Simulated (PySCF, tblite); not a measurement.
**C₅H₁₁PS: geometry, infrared bands and NMR shifts**

What infrared bands and NMR shifts should C₅H₁₁PS (`C[C@@H]1CC[P@H](=S)C1`) show?

Computed with tblite 0.8.0 and PySCF 2.14.0, with density-fitted response routines of our own, on a single molecule in the gas phase. Atoms are numbered from 0 throughout.

## (1) The starting structure

18 atoms, charge 0, multiplicity 1; geometry from: force field or distance geometry start.

Bonds of the start (Å): C0–C1 1.53, C1–C2 1.52, C2–C3 1.54, C3–P4 1.84, P4–S5 1.95, P4–C6 1.83, C6–C1 1.53, C0–H7 1.10, C0–H8 1.09, C0–H9 1.09, C1–H10 1.11, C2–H11 1.09, C2–H12 1.08, C3–H13 1.08, C3–H14 1.10, P4–H15 1.41, C6–H16 1.09, C6–H17 1.10.

## (2) Relaxing the molecule with GFN2-xTB

The job: settings as JSON, then the geometry in Å.

```
{"job": {"kind": "relax", "xc": "GFN2-xTB", "basis": "xTB"}, "charge": 0, "multiplicity": 1}
C      2.132000    -0.534200     0.308500
C      0.599200    -0.477600     0.325200
C      0.002700    -0.575500    -1.067000
C     -1.507900    -0.333100    -0.904100
P     -1.682900     0.935100     0.414500
S     -2.225500     2.691700    -0.242200
C      0.076300     0.834900     0.922600
H      2.535900    -0.443200     1.327000
H      2.477000    -1.480100    -0.117300
H      2.536600     0.283200    -0.286100
H      0.223900    -1.320100     0.935900
H      0.408400     0.207300    -1.713100
H      0.185700    -1.538200    -1.532100
H     -1.984200    -0.049500    -1.835700
H     -1.993500    -1.243200    -0.525200
H     -2.567700     0.511500     1.433400
H      0.625600     1.693300     0.526600
H      0.149800     0.843900     2.017400
```

On the command line:

```console
$ OMP_NUM_THREADS=1 python probes_run.py task.json out
```

The driver reads the jobs from task.json and runs them one after another.

**Question.** This job is followed by: GFN2-xTB harmonic vibrations, gas phase; GIAO PBE0/pcSseg-1 NMR shielding, non-relativistic, gas phase. What will the session give for the following? strongest single infrared mode (GFN2-xTB); zero-point energy (GFN2-xTB); ¹³C shifts against TMS (PBE0/pcSseg-1); ¹H shifts against TMS (PBE0/pcSseg-1, means over atoms taken as alike); ³¹P shifts against H3PO4 (PBE0/pcSseg-1); ³³S shifts against CS2 (PBE0/pcSseg-1).

The runs gave:

| quantity | value |
| --- | --- |
| strongest single infrared mode (GFN2-xTB) | 2187 cm⁻¹, 212 km/mol |
| zero-point energy (GFN2-xTB) | 93.6 kcal/mol |
| ¹³C shifts against TMS (PBE0/pcSseg-1) | 47.3, 38.6, 38.0, 37.7, 22.6 ppm |
| ¹H shifts against TMS (PBE0/pcSseg-1, means over atoms taken as alike) | 7.33, 2.35, 2.18, 1.88, 1.73, 1.51, 1.41, 1.15, 1.14 ppm |
| ³¹P shifts against H3PO4 (PBE0/pcSseg-1) | 9.8 ppm |
| ³³S shifts against CS2 (PBE0/pcSseg-1) | -245 ppm |

In words: Over 60 steps the energy fell by 0.173 eV; of the close pairs, P4–S5 changed most, 1.952 to 1.930 Å. All 48 modes are real, so the xTB geometry is a minimum. The strongest single mode, at 2187 cm⁻¹, moves mainly H15. GFN2-xTB is a fitted tight-binding method: band positions and strengths are rough. Its intensities can rank the bands wrongly. At PBE0/pcSseg-1: Shielding is most anisotropic at P4 (span 280 ppm, paramagnetic term -654 ppm).
